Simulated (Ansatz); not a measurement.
# Pd: a surface, (110), 6 layers

Aim: cut a slab of Pd (110), 6 layers from the relaxed bulk, relax it, and get surface energy and work function. Methods of the runs shown: PAW. Its runs: bulk cell relaxed (PAW); bulk in the slab's orientation (PAW); the reference run (PAW); atoms relaxed (PAW); field of 0.2 V/Å along the normal (PAW); core holes in 3d of Pd (PAW).

Program: Ansatz 0.2.0. Level of theory: DFT, PBE, PAW with Ansatz's default frozen-core files, scalar-relativistic. These are calculated values, not measurements.

## (1) Starting point

It takes space group Fm-3m (No. 225, cubic). Conventional cell: a = 3.947 Å, b = 3.947 Å, c = 3.947 Å, α = 90.00°, β = 90.00°, γ = 90.00°. Pd (site symmetry m-3m) has 12 Pd at 2.79 Å as nearest neighbours.

Coordinates:

```xyz
1
Lattice="0.0000 1.9735 1.9735 1.9735 0.0000 1.9735 1.9735 1.9735 0.0000" Properties=species:S:1:pos:R:3 pbc="T T T"
Pd    0.0000    0.0000    0.0000
```

## (2) Bulk cell relaxed, PAW

Input file input.yaml:

```yaml
crystal:
  lattice:
    - [0.0, 1.9734833199, 1.9734833199]
    - [1.9734833199, 0.0, 1.9734833199]
    - [1.9734833199, 1.9734833199, 0.0]
  atoms:
    - { symbol: Pd, position: [0.0, 0.0, 0.0] }
kpoints:
  mp_grid: { grid: [19, 19, 19] }
scf:
  occupations: { method: fermi_dirac, width: 0.1 }
hamiltonian:
  xc: pbe
  pseudopotentials: { kind: paw }
output:
  forces: true
  stress: true
relax:
  f_tol: 0.005
  max_steps: 40
  cell: {}
```

On the command line:

```bash
> ansatz run input.yaml --threads 2 --pin off --max-ram 4096MiB --backend cpu --events-out ev --progress --plain --runs-dir out
```

The runs that follow: Bulk in the slab's orientation, PAW; Slab as cut, PAW; Atoms relaxed, PAW; Field of 0.2 V/Å along the normal, PAW; Core holes in 3d of Pd, PAW.

Before running it: what results should come out? Wanted: surface energy; work function; outer layer spacing; core-level shifts among the layers.

As calculated:

| quantity | value |
| --- | --- |
| surface energy (PAW, relaxed) | 1.61 J/m² |
| work function (PAW, relaxed) | 4.78 eV |
| outer layer spacing (PAW) | 1.40 → 1.27 Å |
| core-level shifts among the layers (PAW holes) | Pd1 +0.00, Pd2 +0.39, Pd3 +0.45 eV |

By PAW the surface costs 1.65 J/m² as cut and 1.61 J/m² relaxed. The outermost spacing changes by -9.0 % (PAW). The field of 0.2 V/Å along the normal induces a dipole of 0.116 e·Å per cell (PAW). Thickness wasn't converged, and no reconstruction was sought.
